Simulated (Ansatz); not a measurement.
# GaGe3 (Fm-3m) in Ansatz: convergence with xc grid

Aim: find how far xc grid must go before the results for GaGe3 settle, at PBEsol. This setting moves, with any that are tied to it; all else stays.

All numbers are computed with Ansatz 0.2.0; they aren't measurements. Logs are shortened: lines on timing, memory, paths and dates and some standing lists are left out, and cuts for length are marked.

**1. The crystal as given**

It takes space group Fm-3m (No. 225, cubic). The conventional cell has a = 6.774 Å, b = 6.774 Å, c = 6.774 Å, α = 90.00°, β = 90.00°, γ = 90.00°. Ge (site symmetry m-3m) is surrounded by 8 Ge at 2.93 Å. Ge (site symmetry -43m) is surrounded by 4 Ge at 2.93 Å and 4 Ga at 2.93 Å. Ga (site symmetry m-3m) is surrounded by 8 Ge at 2.93 Å.

The cell comes from a database or a generator and needn't be the stable form of this composition.

**2. With xc grid 1**

Input file input.yaml:

```yaml
crystal:
  lattice:
    - [0.0, 3.387167, 3.387167]
    - [3.387167, 0.0, 3.387167]
    - [3.387167, 3.387167, 0.0]
  atoms:
    - { symbol: Ge, position: [0.5, 0.5, 0.5] }
    - { symbol: Ge, position: [0.75, 0.75, 0.75] }
    - { symbol: Ge, position: [0.25, 0.25, 0.25] }
    - { symbol: Ga, position: [0.0, 0.0, 0.0] }
hamiltonian:
  xc: pbesol
  pseudopotentials: { kind: paw_fr }
magnetization:
  noncollinear: true
  spin_orbit: true
kpoints:
  mp_grid: { grid: [6, 6, 6] }
scf:
  occupations: { method: methfessel_paxton, width: 0.1 }
output:
  forces: true
  stress: true
  eigenvalues: true
basis:
  xc_grid: 1
```

Potentials or basis: Ansatz PAW.

On the command line:

```
ansatz run input.yaml --threads 2 --pin off --max-ram 5632MiB --backend cpu --events-out ev --progress --plain --runs-dir out
```

It took 7.1 s on 2 threads of Arm Neoverse V2, shared host; peak memory 0.61 GiB.

What came out:

| Item | Value |
| --- | --- |
| Free energy | -16502.9940 eV |
| Pressure | -3.0 GPa |
| Band gap on the k mesh | none (metal or under the smearing width) |

**3. With xc grid 2**

Edit input.yaml of step 2 so:

```diff
@@ -25,2 +25,2 @@
 basis:
-  xc_grid: 1
+  xc_grid: 2
```

Potentials or basis: Ansatz PAW.

On the command line:

```
ansatz run input.yaml --threads 2 --pin off --max-ram 5632MiB --backend cpu --events-out ev --progress --plain --runs-dir out
```

Run time: 7.2 s. Hardware: 2 threads of Arm Neoverse V2, shared host; peak memory 0.62 GiB.

Results:

```yaml
Free_energy: -16502.9940 eV
Pressure: -3.0 GPa
Band_gap_on_the_k_mesh: none (metal or under the smearing width)
```

**4. With xc grid 3**

Edit input.yaml of step 3 so:

```diff
@@ -25,2 +25,2 @@
 basis:
-  xc_grid: 2
+  xc_grid: 3
```

On the command line:

```
ansatz run input.yaml --threads 2 --pin off --max-ram 5632MiB --backend cpu --events-out ev --progress --plain --runs-dir out
```

Run time: 7.4 s. Hardware: 2 threads of Arm Neoverse V2, shared host; peak memory 0.66 GiB.

It converged, with:

```
Free energy            : -16502.9940 eV
Pressure               : -3.0 GPa
Band gap on the k mesh : none (metal or under the smearing width)
```

**5. With xc grid 4**

Edit input.yaml of step 4 so:

```diff
@@ -25,2 +25,2 @@
 basis:
-  xc_grid: 3
+  xc_grid: 4
```

On the command line:

```
ansatz run input.yaml --threads 2 --pin off --max-ram 5632MiB --backend cpu --events-out ev --progress --plain --runs-dir out
```

It took 8.1 s on 2 threads of Arm Neoverse V2, shared host; peak memory 0.71 GiB.

Results (log left out):

```yaml
Free_energy: -16502.9940 eV
Pressure: -3.0 GPa
Band_gap_on_the_k_mesh: none (metal or under the smearing width)
```

**6. With xc grid 5**

Edit input.yaml of step 5 so:

```diff
@@ -25,2 +25,2 @@
 basis:
-  xc_grid: 4
+  xc_grid: 5
```

Potentials or basis: Ansatz PAW.

On the command line:

```
ansatz run input.yaml --threads 2 --pin off --max-ram 5632MiB --backend cpu --events-out ev --progress --plain --runs-dir out
```

The log of the run:

```text
Warning: RAYON_NUM_THREADS=2 ignored (pool sized by the plan → 2); use --threads N
Engine: ansatz 0.2.0, aarch64-unknown-linux-gnu
Pseudopotentials: kind: paw_fr
Pseudopotential: Ge, paw_fr, valence charge 14, recommended cutoff 420 eV (normal), Ge.paw.azcp#standard-fr
Pseudopotential: Ga, paw_fr, valence charge 13, recommended cutoff 420 eV (normal), Ga.paw.azcp#standard-fr
Functional definition: PBEsol
  exchange = pbesol_x
  correlation = pbesol_c
non-collinear run that drives no moment, with spin-orbit: no starting moment large enough to seed its density (crystal.atoms[].spin), no starting occupations that ask for one, no magnetisation constraint and no magnetic field, so the semilocal B_xc is pinned to zero
Crystal: 4 atoms, lattice volume = 77.721 Å³
Basis set: ecut = 420 eV, 1471 PW (Γ), exchange–correlation on 180×180×180 points (125 copies of the dense FFT grid, shifted against one another)
Bands: 66, of which v1, the nominal top of the filled ones, is band 55 counted from 1 (54 counted from 0)
Symmetry: 48 space group operations + 48 with time reversal
Magnetic group: BNS 225.117 (UNI 1619), of the structure as read, at distance tolerance 4.3e-5 Å
k-points: 16 of 216
Projection manifold: j_resolved (fully-relativistic pseudo-atomic orbitals)
Non-local potential: Ge, projectors of the file, l = 0: 2, l = 1: 4, l = 2: 6, l = 3: 2
Non-local potential: Ga, projectors of the file, l = 0: 2, l = 1: 4, l = 2: 6, l = 3: 2
PAW form: soft (Blöchl's): semilocal exchange-correlation on the pseudo side does not see the compensation charge
PAW frozen core: Ge, regenerated for the run's functional, and the local potential with it (the file was generated under x = pbe(κ = 0.804, μ = 0.2195149727645171), c = pbe(β = 0.06672455060314922))
PAW frozen core: Ga, regenerated for the run's functional, and the local potential with it (the file was generated under x = pbe(κ = 0.804, μ = 0.2195149727645171), c = pbe(β = 0.06672455060314922))
PAW one-centre angular grid: Ge, 590 points (default); XC on 64 Gauss nodes
PAW one-centre angular grid: Ga, 590 points (default); XC on 64 Gauss nodes
Initial density: superposition of atomic densities (chi_scale 0.1, normalization cell, long waves kept (reshape's long-wave potential 0.00 eV rms))
Initial wavefunctions: pseudopotential atomic-orbital guess
[... 18 lines left out ...]
  site 2: m = (+0.0000, +0.0000, +0.0000) μB, |m| = 0.0000 μB  (R = 1.21 Å)
  site 3: m = (+0.0000, +0.0000, +0.0000) μB, |m| = 0.0000 μB  (R = 1.21 Å)
Free energy (F): -16502.994017 eV
Harris-Foulkes:  -16502.994017 eV  (|F-HF|=5.48e-8)
Internal energy: -16502.998395 eV  (E = F + TS)
E sigma→0 (E₀):  -16502.995112 eV
Entropy (-TS):   0.004379 eV (1.095 meV/atom)
Fermi energy:    10.053282 eV
Step filling:    the computed levels leave a gap of 0.2103 eV = 2.1 smearing widths at the electron count; against every level under it full and every level over it empty, smearing changes F+E_penalty+E_count by +1.015 meV and its σ→0 estimate by -0.079 meV
--- Per-component energies (eV) ---
  E_band       = -402.502270
  E_kinetic    = 444.362689
  E_local      = -8265.368936  (includes V_loc(G=0)·N_el)
  E_nonlocal   = 1672.852361
  E_hartree    = 3660.261209
  E_xc         = -293.470529
  E_vxc        = -251.607440  (∫ρ·V_xc dr)
  E_paw        = -7872.263824  (= ΣΔE_a)
  E_vpaw       = -1323.268417  (= ΣTr[D̂ρ^β])
  E_aug_tail   = 0.000636  (compensation charges beyond the density's cutoff)
  E_ewald      = -5853.001319
  E_core_change = 3.629317  (= ΣΔE_core)
  E_smearing   = 0.004379  (= −TS)
  E_closure    = 0.000000  (closes the sum)
  Σ components = -16502.994017   (vs F -16502.994017, Δ=0.00e0)
--- Forces (eV/Å), atoms counted from 1 ---
  atom   1  Ge     0.00000000     0.00000000     0.00000000
  atom   2  Ge     0.00000000     0.00000000    -0.00000000
  atom   3  Ge    -0.00000000     0.00000000    -0.00000000
  atom   4  Ga     0.00000000    -0.00000000     0.00000000
  max |Σ_I F_I| component: 8.10e-18 eV/Å
--- Stress (GPa, compression-positive) ---
       -2.993688      -0.000000      -0.000000
        0.000000      -2.993688      -0.000000
        0.000000       0.000000      -2.993688
  P = ⅓ Tr σ = -2.9937 GPa (-29.937 kbar)
--- Band table (eV; the first three rows and the last of 16) ---
  k-point 0: bands = ["-14.8277", "-14.8277", "-14.8277", "-14.8277", "-14.8192", "-14.8192", "-14.8192", "-14.8192", "-14.7193", "-14.7193", "-14.7193", "-14.7193", "-14.2505", "-14.2505", "-14.2459", "-14.2459", "-14.2428", "-14.2428", "-14.2428", "-14.2428", "-14.2255", "-14.2255", "-14.2255", "-14.2255", "-14.1299", "-14.1299", "-14.1299", "-14.1299", "-14.1204", "-14.1204", "-4.8690", "-4.8690", "-4.8690", "-4.8690", "-4.4202", "-4.4202", "-4.4041", "-4.4041", "-4.4041", "-4.4041", "-2.3127", "-2.3127", "4.4033", "4.4033", "5.5656", "5.5656", "8.4783", "8.4783", "8.6538", "8.6538", "8.6538", "8.6538", "8.7863", "8.7863", "8.9515", "8.9515", "8.9636", "8.9636", "8.9636", "8.9636", "10.2598", "10.2598", "10.4900", "10.4900", "10.4900", "10.4900"]
  k-point 1: bands = ["-14.8272", "-14.8272", "-14.8263", "-14.8263", "-14.8201", "-14.8201", "-14.8197", "-14.8197", "-14.7194", "-14.7194", "-14.7190", "-14.7190", "-14.2493", "-14.2493", "-14.2446", "-14.2446", "-14.2422", "-14.2422", "-14.2417", "-14.2417", "-14.2279", "-14.2279", "-14.2274", "-14.2274", "-14.1290", "-14.1290", "-14.1288", "-14.1288", "-14.1222", "-14.1222", "-4.8691", "-4.8691", "-4.8690", "-4.8690", "-4.4199", "-4.4199", "-4.4056", "-4.4056", "-4.4032", "-4.4032", "-2.0467", "-2.0467", "3.7619", "3.7619", "4.9181", "4.9181", "7.4808", "7.4808", "7.8551", "7.8551", "7.9691", "7.9691", "8.3112", "8.3112", "9.3918", "9.3918", "9.5352", "9.5352", "10.3710", "10.3710", "10.4834", "10.4834", "11.4542", "11.4542", "12.4401", "12.4401"]
  k-point 2: bands = ["-14.8258", "-14.8258", "-14.8238", "-14.8238", "-14.8215", "-14.8215", "-14.8209", "-14.8209", "-14.7197", "-14.7197", "-14.7184", "-14.7184", "-14.2462", "-14.2462", "-14.2430", "-14.2430", "-14.2402", "-14.2402", "-14.2389", "-14.2389", "-14.2332", "-14.2332", "-14.2316", "-14.2316", "-14.1274", "-14.1274", "-14.1268", "-14.1268", "-14.1258", "-14.1258", "-4.8696", "-4.8696", "-4.8689", "-4.8689", "-4.4196", "-4.4196", "-4.4087", "-4.4087", "-4.4012", "-4.4012", "-1.2543", "-1.2543", "1.9269", "1.9269", "4.4865", "4.4865", "6.3963", "6.3963", "7.5257", "7.5257", "7.6404", "7.6404", "8.5631", "8.5631", "8.6876", "8.6876", "9.6710", "9.6710", "12.0761", "12.0761", "12.1969", "12.1969", "14.4583", "14.4583", "14.6451", "14.6451"]
  k-point 15: bands = ["-14.8269", "-14.8269", "-14.8249", "-14.8249", "-14.8201", "-14.8201", "-14.8196", "-14.8196", "-14.7197", "-14.7197", "-14.7185", "-14.7185", "-14.2466", "-14.2466", "-14.2444", "-14.2444", "-14.2408", "-14.2408", "-14.2371", "-14.2371", "-14.2322", "-14.2322", "-14.2306", "-14.2306", "-14.1317", "-14.1317", "-14.1251", "-14.1251", "-14.1231", "-14.1231", "-4.8714", "-4.8714", "-4.8676", "-4.8676", "-4.4204", "-4.4204", "-4.4069", "-4.4069", "-4.4035", "-4.4035", "0.9583", "0.9583", "1.2682", "1.2682", "1.9378", "1.9378", "3.2177", "3.2177", "6.9774", "6.9774", "7.4007", "7.4007", "9.9260", "9.9260", "10.4728", "10.4728", "13.3839", "13.3839", "14.0324", "14.0324", "14.1356", "14.1356", "14.5589", "14.5589", "15.5539", "15.5539"]
```

Run time: 8.8 s. Hardware: 2 threads of Arm Neoverse V2, shared host; peak memory 0.82 GiB.

What came out:

```yaml
Free_energy: -16502.9940 eV
Pressure: -3.0 GPa
Band_gap_on_the_k_mesh: none (metal or under the smearing width)
```

**7. Summary**

| xc grid | energy less the tightest run, at zero smearing (meV/atom) | SCF cycles | CPU time (s) | peak memory (GiB) |
| --- | --- | --- | --- | --- |
| 1 | 0.00 | 8 | 14 | 0.61 |
| 2 | 0.00 | 8 | 14 | 0.62 |
| 3 | 0.00 | 8 | 15 | 0.66 |
| 4 | 0.00 | 8 | 16 | 0.71 |
| 5 | 0.00 | 8 | 17 | 0.82 |

Against the tightest run, the energy stays within 1 meV/atom from 1 on. The tightest run that finished is the yardstick and may itself not be fully converged.

Caveats: the PAW data sets come from PBE, with cores solved anew for the run's functional, which leaves a small shift of forces and pressure.
